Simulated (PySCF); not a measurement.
FAlBrH, in a box:

```
F Al Br H
1.0
    12.00000    0.00000    0.00000
     0.00000   12.00000    0.00000
     0.00000    0.00000   12.00000
F Al Br H
1 1 1 1
Direct
  0.59806 0.40847 0.59783
  0.54700 0.48279 0.49759
  0.40388 0.40578 0.40528
  0.59317 0.59655 0.47896
```

The cell isn't the ideal one: atoms moved at random, drawn with an rms of 0.05 Å.

Base run:

* Program: PySCF 2.14.0
* Functional: PBE
* Potentials or basis: 6-31g* (all-electron)
* k mesh: 1 × 1 × 1
* Occupations: fixed
* Spin: no spin polarisation

Its results: gap between the frontier levels 5.54 eV.

Q: After a change of settings the same cell gave: gap between the frontier levels 6.89 eV. Which change was it?
A. functional from PBE to HSE03
B. functional from PBE to X3LYP; dispersion from none to D3(BJ)
C. functional from PBE to MN15-L; dispersion from none to D3

A: A.

HSE03 gives the wider gap, since exact exchange removes part of the self-interaction.

Caveats: this is a molecule in a periodic box at the Γ point, so its band gap is the HOMO-LUMO gap; relativity is left out, which matters for the heavier elements; the basis of atomic orbitals isn't converged, which shifts pressures, moduli and gaps; this program's HSE differs a little from the usual definition (some runs).
